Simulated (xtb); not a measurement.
# doublet B2H3ClO− at GFN2-xTB (GBSA acetone, alp 1, hydrogen mass 1 u, kpush 0.014, md dump 20 fs)

Aim: a short trajectory of doublet B2H3ClO−. 

The results are computed with xtb 6.7.1.

### Step 1. The molecule

The species is B2H3ClO− (7 atoms), meant as a doublet with charge -1. SMILES of the parent species: `BOBCl`. The coordinates come from a GFN2-xTB relaxation. This is one conformer, not always the lowest. That shape belongs to the parent species and isn't relaxed for this state. The run starts from this shape.

Bond lengths: B1–O2 1.304 Å, O2–B3 1.296 Å, B3–Cl4 1.742 Å, B1–H5 1.177 Å, B1–H6 1.177 Å, B3–H7 1.176 Å. Angles: B1–O2–B3 176.4°, O2–B3–Cl4 119.0°, O2–B1–H5 119.1°, O2–B1–H6 119.1°, O2–B3–H7 122.2°, Cl4–B3–H7 118.7°, H5–B1–H6 121.8°.

### Step 2. Molecular dynamics at GFN2-xTB (GBSA acetone, alp 1, hydrogen mass 1 u, kpush 0.014, md dump 20 fs)

.CHRG

```
-1
```

.UHF

```
1
```

xtb.inp

```
$md
   temp=300
   time=0.2
   step=1
   dump=20
   hmass=1
   shake=0
$metadyn
   kpush=0.014
   alp=1.0
$wall
   potential=logfermi
   sphere: 9.1, all
$end
```

in.coord

```
$coord angs
    -0.4018500     1.2844700     0.0327200  B
     0.0424400     0.0658400    -0.0988500  O
     0.4518200    -1.1620800    -0.1563900  B
    -0.0767900    -2.2874100     1.0630700  Cl
     0.2253200     2.0577800     0.6606500  H
    -1.4096400     1.5862500    -0.4952800  H
     1.1687000    -1.5448600    -1.0059300  H
$end
```

Launch:

```console
$ xtb in.coord --gbsa acetone reference --gfn 2 -I xtb.inp --metadyn 100 > xtb.out
```

Q: Predict the results. Wanted: potential energy of the last frame.

**Answer.** As computed:

At GFN2-xTB (GBSA acetone, alp 1, hydrogen mass 1 u, kpush 0.014, md dump 20 fs):

```
                          quantity         value
potential energy of the last frame  -12.94242 Eh
```
